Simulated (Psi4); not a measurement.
**CAM-B3LYP/cc-pVDZ run of CHFGaN (SMILES N#[C][GaH][F])**

Aim: the energy change on altering one bond length of CHFGaN at CAM-B3LYP/cc-pVDZ, from 2 runs. 

The results are computed with Psi4 1.11.

4 further runs of the same task are left out: 1 that didn't finish, 3 set aside as unsound or not needed.

### 1 The structure to begin with

CHFGaN has 5 atoms, charge 0, and is taken as a singlet. As SMILES, `N#[C][GaH][F]`. The shape is that of a PBE0-D4/def2-TZVP optimisation.

Bond lengths: N1–C2 1.152 Å, C2–Ga3 1.931 Å, Ga3–F4 1.741 Å, Ga3–H5 1.539 Å. Angles: N1–C2–Ga3 177.5°, C2–Ga3–F4 112.3°, C2–Ga3–H5 127.5°, F4–Ga3–H5 120.2°.

### 2 Energy and forces at CAM-B3LYP/cc-pVDZ

Contents of job.inp:

```
memory 2.2 GB

molecule {
  N      1.214000    -1.657200     1.266000
  C      0.641000    -0.864700     0.656300
  Ga    -0.259700     0.519000    -0.345500
  F     -1.724700    -0.053500    -1.092600
  H      0.179200     1.982700    -0.525600
  units angstrom
  symmetry c1
  no_reorient
  no_com
}

set {
  basis                cc-pVDZ
  reference            rks
  puream               true
  e_convergence        1e-09
  d_convergence        1e-08
  scf_type             pk
  dft_radial_points    99
  dft_spherical_points 590
}

e = gradient('cam-b3lyp')
print_variables()
```

Command:

```console
$ psi4 -n 1 job.inp job.out
```

job.out, shortened:

```text
[...]
  Running in c1 symmetry.
[...]
  Nuclear repulsion =  224.030503645129642
[...]
  Multiplicity = 1
[...]
  Nalpha       = 27
  Nbeta        = 27
[...]
    Number of basis functions: 74
[...]
   @RKS iter   1: -2117.59984407212778   -3.88692e+00   1.43714e-02 DIIS/ADIIS
[...]
   @RKS iter  12: -2118.20011684493647   -8.18545e-12   6.57115e-09 DIIS
[...]
    Orbital Energies [Eh]
    ---------------------
    Doubly Occupied:
       1A   -372.734900     2A    -46.090838     3A    -40.848429
       4A    -40.844231     5A    -40.843815     6A    -24.748909
       7A    -14.426138     8A    -10.296434     9A     -5.661070
      10A     -3.951259    11A     -3.942090    12A     -3.940024
      13A     -1.232983    14A     -1.003240    15A     -0.994310
      16A     -0.994245    17A     -0.991734    18A     -0.988749
      19A     -0.982468    20A     -0.623432    21A     -0.520221
      22A     -0.483443    23A     -0.473803    24A     -0.454808
      25A     -0.424271    26A     -0.423100    27A     -0.417560
[...]
  @RKS Final Energy: -2118.20011684493647
   => Energetics <=
    Nuclear Repulsion Energy =            224.0305036451296417
    One-Electron Energy =               -3393.6071986875940638
    Two-Electron Energy =                1127.0451219935437166
    DFT Exchange-Correlation Energy =     -75.6685437960155269
    Empirical Dispersion Energy =           0.0000000000000000
    VV10 Nonlocal Energy =                  0.0000000000000000
    Total Energy =                      -2118.2001168449364741
[...]
 Multipole Moments:
 ------------------------------------------------------------------------------------
     Multipole            Electronic (a.u.)      Nuclear  (a.u.)        Total (a.u.)
 ------------------------------------------------------------------------------------
 L = 1.  Multiply by 2.5417464519 to convert [e a0] to [Debye]
 Dipole X            :         20.9605348          -20.8810957            0.0794391
 Dipole Y            :         -0.3189982            1.5148045            1.1958063
 Dipole Z            :         15.3040545          -15.6274681           -0.3234136
 Magnitude           :                                                    1.2413137
[...]
  -Total Gradient:
     Atom            X                  Y                   Z
    ------   -----------------  -----------------  -----------------
       1       -0.007878664513     0.011212010102    -0.008484200662
       2        0.007432464108    -0.011010687460     0.008140209680
       3       -0.005128833084    -0.002401319649    -0.002491276270
       4        0.005402984611     0.001852195896     0.002835807796
       5        0.000099802465     0.000258274282    -0.000018255949
[...]
```

It took 2.2 min on 1 thread of Intel Xeon Platinum 8259CL at 2.50GHz (Skylake/Cascade Lake), shared host; peak memory 1 GiB.

### 3 The distorted shape

Contents of calc.inp:

```
memory 2.2 GB

molecule {
  N      1.148155    -1.876790     1.293019
  C      0.575155    -1.084290     0.683319
  Ga    -0.325545     0.299410    -0.318481
  F     -1.790545    -0.273090    -1.065581
  H      0.179200     1.982700    -0.525600
  symmetry c1
  no_reorient
  no_com
}

set globals {
  basis                cc-pVDZ
  puream               true
  e_convergence        1e-09
  d_convergence        1e-08
  scf_type             pk
  dft_radial_points    99
  dft_spherical_points 590
}

result, w = gradient("cam-b3lyp", return_wfn=True)
oeprop(w, "MULLIKEN_CHARGES", "LOWDIN_CHARGES", "WIBERG_LOWDIN_INDICES")
print_variables()
```

Command:

```console
$ psi4 calc.inp calc.out -n 1
```

calc.out, shortened:

```text
[...]
  Running in c1 symmetry.
[...]
  Nuclear repulsion =  222.430219539516770
[...]
  Multiplicity = 1
[...]
  Nalpha       = 27
  Nbeta        = 27
[...]
    Number of basis functions: 74
[...]
   @RKS iter   1: -2117.54838389714314   -3.94404e+00   1.44364e-02 DIIS/ADIIS
[...]
   @RKS iter  12: -2118.18834633396864   -6.36646e-12   6.97879e-09 DIIS
[...]
  @RKS Final Energy: -2118.18834633396864
   => Energetics <=
    Nuclear Repulsion Energy =            222.4302195395167701
    One-Electron Energy =               -3390.2664261173631530
    Two-Electron Energy =                1125.2839833490218098
    DFT Exchange-Correlation Energy =     -75.6361231051439660
    Empirical Dispersion Energy =           0.0000000000000000
    VV10 Nonlocal Energy =                  0.0000000000000000
    Total Energy =                      -2118.1883463339686386
[...]
 Multipole Moments:
 ------------------------------------------------------------------------------------
     Multipole            Electronic (a.u.)      Nuclear  (a.u.)        Total (a.u.)
 ------------------------------------------------------------------------------------
 L = 1.  Multiply by 2.5417464519 to convert [e a0] to [Debye]
 Dipole X            :         27.5393901          -27.4758336            0.0635565
 Dipole Y            :         21.5710897          -20.4783384            1.0927513
 Dipole Z            :         12.6201240          -12.9213671           -0.3012431
 Magnitude           :                                                    1.1352939
[...]
  -Total Gradient:
     Atom            X                  Y                   Z
    ------   -----------------  -----------------  -----------------
       1       -0.007667536459     0.011194899558    -0.008345417693
       2        0.006670492801    -0.012178058249     0.008023481693
       3       -0.016811368019    -0.043720181076     0.003039658860
       4        0.004670990959     0.000578806878     0.002771150735
       5        0.013079481845     0.044029467139    -0.005495817590
[...]
```

Wall time 2.3 min (1 thread of Intel Xeon Platinum 8259CL at 2.50GHz (Skylake/Cascade Lake), shared host); peak memory 0.99 GiB.

### 4 What came out

At CAM-B3LYP/cc-pVDZ:

| quantity | value |
| --- | --- |
| first shape: total energy | -2118.20012 Eh |
| first shape: dipole moment | 3.16 D |
| first shape: HOMO energy | -11.36 eV |
| first shape: LUMO energy | -1.47 eV |
| first shape: HOMO–LUMO gap | 9.89 eV |
| first shape: largest force on an atom | 0.829 eV/Å |
| distorted shape: total energy | -2118.18835 Eh |
| distorted shape: dipole moment | 2.89 D |
| distorted shape: HOMO energy | -11.15 eV |
| distorted shape: LUMO energy | -1.50 eV |
| distorted shape: HOMO–LUMO gap | 9.65 eV |
| distorted shape: largest force on an atom | 2.414 eV/Å |
| energy change with the Ga3–H5 bond stretched from 1.539 to 1.770 Å | 0.320 eV |

In words: With the Ga3–H5 bond stretched from 1.539 to 1.770 Å the energy rises by 0.32 eV (7.4 kcal/mol). The first shape isn't relaxed at this level, so the change isn't measured from a minimum. The largest force (first shape) is 0.83 eV/Å: the shape isn't a stationary point for this species at this level. Mulliken charges (distorted shape) run from -0.35 on F4 to +0.58 on Ga3; they depend strongly on the basis.
